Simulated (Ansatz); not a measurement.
# AlFe (Pm-3m): equation of state

The task here is to estimate one member of a computed series from the others.

Computed with Ansatz 0.2.0 (DFT LDA, scalar-relativistic, plane waves, PAW, unless a step's input says otherwise).

### Starting point

The structure is cubic, space group Pm-3m (No. 221). Conventional cell: a = 2.816 Å, b = 2.816 Å, c = 2.816 Å, α = 90.00°, β = 90.00°, γ = 90.00°. Al (site symmetry m-3m) is surrounded by 8 Fe at 2.44 Å. Fe (site symmetry m-3m) has 8 Al at 2.44 Å as nearest neighbours.

Structure file:

```
CELL_PARAMETERS angstrom
2.81566 0.00000 0.00000
0.00000 2.81566 0.00000
0.00000 0.00000 2.81566
ATOMIC_POSITIONS crystal
Al 0.00000 0.00000 0.00000
Fe 0.50000 0.50000 0.50000
```

This cell comes from an earlier session at LDA: 11.161 Å³/atom at 0.01 GPa, on a 16×16×16 mesh.

Volume factors to run: 0.980, 1.020, 0.960, 1.040.

The first run:

input.yaml reads:

```yaml
crystal:
  lattice:
    - [2.7967666247, 0.0, 0.0]
    - [0.0, 2.7967666247, 0.0]
    - [0.0, 0.0, 2.7967666247]
  atoms:
    - { symbol: Al, position: [0.0, 0.0, 0.0] }
    - { symbol: Fe, position: [0.5, 0.5, 0.5], spin: 0.72 }
basis:
  ecutwfc: 420
  ecutrho_ratio: 4
kpoints:
  mp_grid: { grid: [16, 16, 16] }
hamiltonian:
  xc: lda
scf:
  occupations: { method: gaussian, width: 0.05 }
output:
  forces: true
  stress: true
  eigenvalues: true
  populations: true
magnetization:
  spin_polarized: true
```

Command:

```bash
ansatz run input.yaml --threads 2 --pin off --max-ram 5120MiB --backend cpu --events-out ev --progress --plain --runs-dir out
```

Among the steps run: At 0.980 of the relaxed volume; At 1.020 of the relaxed volume; Volume × 0.960; Volume × 1.040.

One of the session's tables, all rows but one given; the rest of the session is left out.

It belongs to the step «Energy and pressure against volume». 

```
volume (Å³/atom)  energy (meV/atom)  pressure (GPa)  moment of atom 2 (μB)
          10.715              12.24            9.09                   0.63
          10.938               2.96            4.31                   0.65
          11.161               0.00            0.01                   0.66
          11.384                  ?               ?                      ?
          11.608              10.66           -7.38                   0.68
```

**Question.** Estimate the row for volume (Å³/atom) = 11.384.

Worked estimate for «energy (meV/atom)». A straight line through the neighbours (11.161, 0.00) and (11.608, 10.66) gives 0.00 + (10.66 − 0.00) × (11.384 − 11.161) / (11.608 − 11.161) = 5.32; a parabola fitted to 3 rows on both sides gives 2.55.

**Answer.** energy (meV/atom): 2.75; pressure (GPa): -3.88; moment of atom 2 (μB): 0.67. In «energy (meV/atom)» the line misses by +2.57 and the parabola by -0.20.
